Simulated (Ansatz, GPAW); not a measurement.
## A script for Ga2O3 (GLLB-SC)

These are simulated results from GPAW 26.7.0, not measurements. The cell was built from a prototype and was relaxed with r2SCAN in plane waves (Ansatz 0.2.0). Not every such cell is a known phase. All runs are without spin polarisation.

The symmetry is R-3c (No. 167, trigonal); conventional cell a = 4.985 Å, c = 13.442 Å, 9.64 Å³ an atom. Ga has 6 O at 1.93–2.07 Å; O has 4 Ga at 1.93–2.07 Å.

GLLB-SC is a model potential. Its fundamental gap is the Kohn-Sham gap plus a derivative discontinuity, which the script evaluates at the band edges among the listed k points. Its total energy isn't variational and serves nothing here.

The script, run.py:

```python
import json
from ase import Atoms
from gpaw import GPAW, PW, FermiDirac

atoms = Atoms(['Ga', 'Ga', 'Ga', 'Ga', 'O', 'O', 'O', 'O', 'O', 'O'],
              cell=[[2.49226, 1.438907, 4.480644], [-2.49226, 1.438907, 4.480644], [-0.0, -2.877814, 4.480644]],
              scaled_positions=[[0.855426, 0.855426, 0.855426], [0.355426, 0.355426, 0.355426], [0.144574, 0.144574, 0.144574], [0.644574, 0.644574, 0.644574], [0.446367, 0.053633, 0.75], [0.053633, 0.75, 0.446367], [0.553633, 0.946367, 0.25], [0.25, 0.553633, 0.946367], [0.946367, 0.25, 0.553633], [0.75, 0.446367, 0.053633]],
              pbc=True)
calc = GPAW(mode=PW(400), xc='GLLBSC', kpts={'size': (4, 4, 4), 'gamma': True},
            occupations=FermiDirac(0.02), maxiter=100, legacy_gpaw=True, txt='gpaw.txt')
atoms.calc = calc
res = {'energy': atoms.get_potential_energy(force_consistent=True)}
res['electrons'] = calc.get_number_of_electrons()
res['k'] = calc.get_ibz_k_points().tolist()
res['levels'] = [calc.get_eigenvalues(kpt=i).tolist() for i in range(len(res['k']))]
points = [[0.0, 0.0, 0.0], [0.5, 0.5, 0.5], [0.76458, 0.23542, 0.5], [0.5, -0.23542, 0.23542], [0.5, 0.0, 0.0], [0.36771, -0.36771, 0.0], [0.63229, 0.0, 0.36771], [0.5, 0.0, 0.5], [0.0, 0.166667, -0.166667]]
bands = calc.fixed_density(kpts=points, symmetry='off', nbands=round(res['electrons']) // 2 + 6, convergence={'bands': -2}, txt='bands.txt')
res['points'] = [bands.get_eigenvalues(kpt=i).tolist() for i in range(len(points))]
homo, lumo = bands.get_homo_lumo()
potential = calc.hamiltonian.xc.response.calculate_discontinuity_potential(homo, lumo)
res['discontinuity'] = bands.hamiltonian.xc.response.calculate_discontinuity(potential)
json.dump(res, open('results.json', 'w'))
print('free energy (eV):', round(res['energy'], 5))
```

Command: `python run.py`. It took 57 s on 1 thread of Arm Neoverse V2, with other jobs on the host, peak memory 0.26 GiB.

The log gpaw.txt, trimmed of paths, versions and times, then the last line on the terminal. An iter line gives the energy in eV and the logarithms of the changes of orbitals (plane waves alone) and density (c: converged):

```
___ ___ ___ _ _ _
 |   |   |_  | | | |

 | | | | | . | | | |

 |__ |  _|___|_____|  26.7.0
 |___|_|

Input parameters:
  kpts: {gamma: True,
         size: (4, 4, 4)}
  maxiter: 100
  mode: {ecut: 400.0,
         name: pw}
  occupations: {fixmagmom: False,
                name: fermi-dirac,
                width: 0.02}
  xc: GLLBSC

System changes: positions, numbers, cell, pbc, initial_charges, initial_magmoms

Initialize ...

species:
  Ga:
    name:    Gallium
    Z:       31.0
    valence: 3
    core:    28
    charge:  0.0  # [|e|]
    compensation charges:
      type: gauss
      rc: 0.37  # [Å]
      lmax: 2
    cutoffs:
      filter: 2.06  # [Å]
      core: 4.02  # [Å]
    projectors
    | kind |    occ | energy [eV] | rcut [Å] |

    |------|--------|-------------|----------|

    |   4s |  2.000 |      -9.380 |    1.164 |

    |   4p |  1.000 |      -3.146 |    1.164 |

    |    s |        |      17.831 |    1.164 |

    |    p |        |      24.065 |    1.164 |

    |    d |        |       0.000 |    1.164 |

    Using partial waves for Ga as LCAO basis

  O:
    name:    Oxygen
    Z:       8.0
    valence: 6
    core:    2
    charge:  0.0  # [|e|]
    compensation charges:
      type: gauss
      rc: 0.21  # [Å]
      lmax: 2
    cutoffs:
      filter: 1.17  # [Å]
      core: 0.83  # [Å]
    projectors
    | kind |    occ | energy [eV] | rcut [Å] |

    |------|--------|-------------|----------|

    |   2s |  2.000 |     -28.986 |    0.688 |

    |   2p |  4.000 |     -13.358 |    0.598 |

    |    s |        |      -1.774 |    0.688 |

    |    p |        |      13.853 |    0.598 |

    |    d |        |       0.000 |    0.619 |

    Using partial waves for O as LCAO basis

Reference energy: -223576.898919  # eV

Spin-paired calculation

Convergence criteria:
 Maximum [total energy] change in last 3 cyles: 0.0005 eV / valence electron
 Maximum integral of absolute [dens]ity change: 0.0001 electrons / valence electron
 Maximum integral of absolute [eigenst]ate change: 4e-08 eV^2 / valence electron
 Maximum number of scf [iter]ations: 100
 (Square brackets indicate name in SCF output, whereas a 'c' in
 the SCF output indicates the quantity has converged.)

Symmetries present (total): 2

  ( 1  0  0)  (-1  0  0)
  ( 0  1  0)  ( 0 -1  0)
  ( 0  0  1)  ( 0  0 -1)

64 k-points: 4 x 4 x 4 Monkhorst-Pack grid + [1/8,1/8,1/8]
36 k-points in the irreducible part of the Brillouin zone
       k-points in crystal coordinates                weights
   0:     0.00000000    0.00000000    0.00000000          1/64
   1:     0.00000000    0.00000000    0.25000000          2/64
   2:     0.00000000    0.00000000    0.50000000          1/64
   3:     0.00000000    0.25000000   -0.25000000          2/64
   4:     0.00000000    0.25000000    0.00000000          2/64
   5:     0.00000000    0.25000000    0.25000000          2/64
   6:     0.00000000    0.25000000    0.50000000          2/64
   7:     0.00000000    0.50000000    0.00000000          1/64
   8:     0.00000000    0.50000000    0.25000000          2/64
   9:     0.00000000    0.50000000    0.50000000          1/64
          ...
  35:     0.50000000    0.50000000    0.50000000          1/64

Wave functions: Plane wave expansion
  Cutoff energy: 400.000 eV
  Number of coefficients (min, max): 1718, 1770
  Pulay-stress correction: 0.000000 eV/Ang^3 (de/decut=0.000000)
  Using FFTW library
  ScaLapack parameters: grid=1x1, blocksize=None
  Wavefunction extrapolation:
    Improved wavefunction reuse through dual PAW basis

Occupation numbers: Fermi-Dirac:
  width: 0.0200  # eV

Eigensolver
   Davidson(niter=2)

Densities:
  Coarse grid: 25*25*25 grid
  Fine grid: 50*50*50 grid
  Total Charge: 0.000000

Density mixing:
  Method: separate
  Backend: msr1
  Linear mixing parameter: 0.05
  old densities: 10
  Width of damping distribution: 1.1
  Damping of long wavelength oscillations: 20

Hamiltonian:
  XC and Coulomb potentials evaluated on a 50*50*50 grid
  Using the GLLBSC Exchange-Correlation functional
  External potential:
    NoExternalPotential

XC parameters: GLLBSC functional being used consists of
  -----------------------------------------------------------------------
  | Weight | Module     | Description                                   |

  -----------------------------------------------------------------------
  |  1.000 | SCREENING  | GGA_X_PBE_SOL with 2 nearest neighbor stencil |

  |  1.000 | RESPONSE   | eps=0.0500 eV                                 |

  |  1.000 | XC         | GGA_C_PBE_SOL with 2 nearest neighbor stencil |

  -----------------------------------------------------------------------

Memory estimate:
  Process memory now: 114.76 MiB
  Calculator: 56.25 MiB
    Density: 7.81 MiB
      Arrays: 3.10 MiB
      Localized functions: 2.32 MiB
      Mixer: 2.38 MiB
    Hamiltonian: 2.08 MiB
      Arrays: 2.03 MiB
      XC: 0.00 MiB
      Poisson: 0.00 MiB
      vbar: 0.06 MiB
    Wavefunctions: 46.36 MiB
      Arrays psit_nG: 32.09 MiB
      Eigensolver: 1.19 MiB
      Projections: 2.36 MiB
      Projectors: 9.15 MiB
      PW-descriptor: 1.57 MiB

Total number of cores used: 1

Number of atoms: 10
Number of atomic orbitals: 40
Number of bands in calculation: 33
Number of valence electrons: 48
Bands to converge: occupied

... initialized

Initializing position-dependent things.

Density initialized from atomic densities
Creating initial wave functions:
  33 bands from LCAO basis set
Positions:
   0 Ga     0.000000   -0.000000   11.498578    ( 0.0000,  0.0000,  0.0000)
   1 Ga    -0.000000    0.000000    4.777612    ( 0.0000,  0.0000,  0.0000)
   2 Ga     0.000000   -0.000000    1.943354    ( 0.0000,  0.0000,  0.0000)
   3 Ga    -0.000000   -0.000000    8.664320    ( 0.0000,  0.0000,  0.0000)
   4 O      0.978795   -1.438907    5.600805    ( 0.0000,  0.0000,  0.0000)
   5 O     -1.735528   -0.128208    5.600805    ( 0.0000,  0.0000,  0.0000)
   6 O     -0.978795    1.438907    7.841127    ( 0.0000,  0.0000,  0.0000)
   7 O     -0.756732   -1.567115    7.841127    ( 0.0000,  0.0000,  0.0000)
   8 O      1.735528    0.128208    7.841127    ( 0.0000,  0.0000,  0.0000)
   9 O      0.756732    1.567115    5.600805    ( 0.0000,  0.0000,  0.0000)

Unit cell:
           periodic     x           y           z      points  spacing
  1. axis:    yes    2.492260    1.438907    4.480644    25     0.1644
  2. axis:    yes   -2.492260    1.438907    4.480644    25     0.1644
  3. axis:    yes   -0.000000   -2.877814    4.480644    25     0.1644

  Lengths:   5.325221   5.325221   5.325222
  Angles:   55.810473  55.810473  55.810473

Effective grid spacing dv^(1/3) = 0.1834

iter:   1   -70.947099
iter:   2   -68.327957   -1.52  -0.64
iter:   3   -51.192350   -0.24  -0.68
iter:   4   -52.033559   -1.97  -1.30
iter:   5   -53.015544   -1.46  -1.49
iter:   6   -51.516343   -2.16  -1.49
iter:   7   -51.458139   -2.85  -2.53
iter:   8   -51.512927   -4.41  -2.92
iter:   9   -51.519187   -5.76  -3.22
iter:  10   -51.542216   -5.34  -3.40
iter:  11   -51.537951c  -7.09  -3.88
iter:  12   -51.536745c  -7.58c -4.23c

Converged after 12 iterations.

Energy contributions relative to reference atoms: (reference = -223576.898919)

Kinetic:        +40.311815
Potential:      -12.919150
External:        +0.000000
XC:             -78.924391
Entropy (-ST):   -0.000000
Local:           -0.005020
SIC:             +0.000000
--------------------------
Free energy:    -51.536745
Extrapolated:   -51.536745

GLLBSC response reference energy: 2.69300 eV (from HOMO)

Showing only first 2 kpts
 Kpt  Band  Eigenvalues  Occupancy
  0    22      2.54732    2.00000
  0    23      2.54734    2.00000
  0    24      6.32593    0.00000
  0    25     10.57815    0.00000

  1    22      2.58825    2.00000
  1    23      2.69367    2.00000
  1    24      7.83785    0.00000
  1    25     10.38933    0.00000

Fermi level: 3.60119

Gap: 3.632 eV
Transition (v -> c):
  (s=0, k=1, n=23, [0.00, 0.00, 0.25]) -> (s=0, k=0, n=24, [0.00, 0.00, 0.00])
Direct/indirect transitions are different
Direct gap: 3.779 eV
Transition at: (s=0, k=0, n=23, [0.00, 0.00, 0.00])

free energy (eV): -51.53675
```

The gap in the log is over the mesh alone; results.json adds the listed points. GLLB-SC gives a gap of 4.77 eV (3.578 eV Kohn-Sham over the listed points plus 1.190 eV discontinuity). On the same cell, plane-wave PBE (Ansatz, 6×6×6 k points and the special points) gives a gap of 2.85 eV and r2SCAN a gap of 3.55 eV; on shared hosts these took about 11 and 25 core-seconds on the 10-atom cell, against 57 for the script. Semilocal gaps usually lie below measured ones.
